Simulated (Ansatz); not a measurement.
# FH₄SbSi: a ladder of functionals and wavefunction methods

One table from this session's results is given with a row withheld; the runs are named, their logs left out.

Computed with Ansatz 0.2.0, Gaussian basis. Level: functionals in def2-TZVPP, the program's frozen cores in correlated methods.

Plan: LDA (SPW92), PBE-D4, revPBE-D4, BLYP-D4, r2SCAN-D4, B97M-V, PBE0-D4, B3LYP-D4, r2SCANh-D4, r2SCAN0-D4, HSE06-D4, BHLYP-D4, CAM-B3LYP-D4, LC-ωPBE, ωB97X-V, ωB97M-V, B2PLYP, PBE-QIDH; CCSD(T)/def2-SVP; CCSD(T)/def2-TZVPP; MP2/def2-QZVPP; extrapolation to the limit; RPA on PBE.

### Structure used throughout

An earlier PBE0-D4 in a triple-zeta def2 set relaxation fixed the geometry. Sb takes the def2 core potential; no spin-orbit term is included.

SMILES `[F][SbH][SiH3]`, 7 atoms, charge 0, spin multiplicity 1.

Atoms are counted from 1 here; the program's logs count them from 0.

Bond lengths: F1–Sb2 1.930 Å, Sb2–Si3 2.591 Å, Sb2–H4 1.717 Å, Si3–H5 1.484 Å, Si3–H6 1.486 Å, Si3–H7 1.489 Å. Angles: F1–Sb2–Si3 93.9°, F1–Sb2–H4 94.3°, Si3–Sb2–H4 89.3°, Sb2–Si3–H5 110.8°, Sb2–Si3–H6 109.7°, Sb2–Si3–H7 107.7°, H5–Si3–H6 109.9°, H5–Si3–H7 109.9°, H6–Si3–H7 108.8°.

Set-up of the first run:

in.yaml

```yaml
crystal:
  periodic: [false, false, false]
  atoms:
    - {symbol: F, position_ang: [-0.574821, -2.152168, 1.092010]}
    - {symbol: Sb, position_ang: [-1.480974, -0.853296, -0.010709]}
    - {symbol: Si, position_ang: [0.472104, 0.847479, 0.081587]}
    - {symbol: H, position_ang: [-0.845469, -1.469847, -1.482269]}
    - {symbol: H, position_ang: [1.773877, 0.166131, -0.127461]}
    - {symbol: H, position_ang: [0.469611, 1.541551, 1.394994]}
    - {symbol: H, position_ang: [0.246973, 1.852353, -0.993852]}
basis:
  gaussian: {orbitals: def2-TZVPP}
hamiltonian: {xc: lda}
output: {orbitals: {seedname: orbitals}}
```

Command:

```
$ ansatz run in.yaml --threads 4 --pin off --events-out ev --progress --plain --max-ram 10444MiB
```

Steps of the session up to this table: LDA; PBE-D4 (GGA); revPBE-D4 (GGA); BLYP-D4 (GGA); r2SCAN-D4 (meta-GGA); B97M-V (meta-GGA); PBE0-D4 (hybrid); B3LYP-D4 (hybrid); r2SCANh-D4 (hybrid); r2SCAN0-D4 (hybrid); HSE06-D4 (hybrid); BHLYP-D4 (hybrid); CAM-B3LYP-D4 (range-separated); LC-ωPBE (range-separated); ωB97X-V (range-separated); ωB97M-V (range-separated); B2PLYP (double hybrid); PBE-QIDH (double hybrid).

One of the session's tables, all rows but one given; the rest of the session is left out.

It belongs to the step «Frontier levels by functional». 

```
  functional  HOMO (eV)  LUMO (eV)  gap (eV)
 LDA (SPW92)      -6.46      -2.81      3.65
      PBE-D4      -6.31      -2.57      3.73
   revPBE-D4      -6.25      -2.47      3.78
     BLYP-D4          ?          ?         ?
   r2SCAN-D4      -6.56      -2.37      4.19
      B97M-V      -6.58      -2.45      4.13
     PBE0-D4      -7.35      -1.77      5.58
    B3LYP-D4      -7.16      -1.99      5.17
  r2SCANh-D4      -6.94      -2.08      4.86
  r2SCAN0-D4      -7.52      -1.66      5.86
    HSE06-D4      -6.96      -2.14      4.82
    BHLYP-D4      -8.25      -0.93      7.32
CAM-B3LYP-D4      -8.55      -0.77      7.77
     LC-ωPBE      -9.76       0.37     10.13
     ωB97X-V      -9.47       0.25      9.72
     ωB97M-V      -9.33       0.05      9.38
```

Q: Estimate the row for BLYP-D4 from the others.

Worked estimate for «HOMO (eV)». Against the share of exact exchange, B3LYP-D4 (0.2, -7.16), BHLYP-D4 (0.5, -8.25) give a slope of -3.63 per unit share; at 0 the line stands at -6.43.

**Answer.** HOMO (eV): -6.17; LUMO (eV): -2.47; gap (eV): 3.70. In «HOMO (eV)» the line misses by -0.26.
